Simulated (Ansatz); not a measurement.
# CHClGa (quartet): from Hartree-Fock to the top rungs, cc-pVDZ

One table from this session's results is given with a row withheld; the runs are named, their logs left out.

Program: Ansatz 0.2.0, Gaussian basis. Level of theory: cc-pVDZ, core rule «outside noble gas», up to 20 orbitals frozen. These are calculated values, not measurements.

To be run: UHF; CCSD(T) on ROHF; CCSD(T) on UHF; BCCD(T) on ROHF; CISD; CCSDT(Q) on ROHF; CCSDT(Q) on UHF.

31 further runs of the same task are left out: 3 for a known fault of the program, 15 that didn't finish, 13 set aside as unsound or not needed.

## The system

The geometry is a PBE0/def2-TZVP stationary point (not a proven minimum). No spin-orbit coupling is included. The filled d shell of Ga may be among the frozen orbitals whatever the setting's name suggests; the logs give the count.

4 atoms, charge 0, spin multiplicity 4.

Atoms are counted from 1 here; the program's logs count them from 0.

Bond lengths: C1–Ga2 1.935 Å, Ga2–Cl3 2.137 Å, Ga2–H4 1.551 Å. Angles: C1–Ga2–Cl3 115.5°, C1–Ga2–H4 123.6°, Cl3–Ga2–H4 120.9°.

As a file:

```xyz
4

C     0.0000   -1.1912    1.7290
Ga    0.0000    0.2963    0.4917
Cl    0.0000   -0.2299   -1.5794
H     0.0000    1.7818    0.9363
```

The first run:

File in.yaml:

```yaml
crystal:
  periodic: [false, false, false]
  atoms:
    - {symbol: C, position_ang: [0.000000, -1.191151, 1.729045]}
    - {symbol: Ga, position_ang: [0.000000, 0.296335, 0.491689]}
    - {symbol: Cl, position_ang: [0.000000, -0.229904, -1.579353]}
    - {symbol: H, position_ang: [0.000000, 1.781823, 0.936251]}
basis:
  gaussian: {orbitals: cc-pVDZ}
magnetization: {spin_polarized: true, initial_magnetization: 3}
hamiltonian: {xc: hf}
output: {orbitals: {seedname: orbitals}}
```

Command:

```sh
> ansatz run in.yaml --threads 1 --pin off --events-out ev --progress --plain --max-ram 2393MiB
```

Among the steps run: UHF; CCSD(T) on ROHF; CCSD(T) on UHF; BCCD(T) on ROHF; CISD; CCSDT(Q) on ROHF; CCSDT(Q) on UHF.

One table of the session follows, with a row left open; its other results are not shown here.

| method | from UCCSDT(Q) (kcal/mol) |
| --- | --- |
| ROHF | +184.30 |
| UHF | +183.17 |
| RMP2 | +28.58 |
| UMP2 | +28.42 |
| RCCSD | +5.11 |
| UCCSD | ? |
| RCCSD(T) | +1.10 |
| UCCSD(T) | +1.05 |
| BCCD(T) | +1.05 |
| RCCSDT | +0.39 |
| UCCSDT | +0.34 |
| RCCSDT(Q) | +0.07 |
| UCCSDT(Q) | 0 |

Estimate the missing values for UCCSD.

**Answer.** from UCCSDT(Q) (kcal/mol): +5.05. In the column «from UCCSDT(Q) (kcal/mol)» it lies between RCCSD(T) (+1.10) and RCCSD (+5.11).

Not comparable, so not listed: CISD (they don't share determinant, frozen orbitals or solution with the rows shown, or repeat one).

Limits of these values: Restricted and unrestricted rows rest on different reference determinants; where their highest levels disagree by more than a few hundredths of an eV, they describe different states and don't form one ladder.
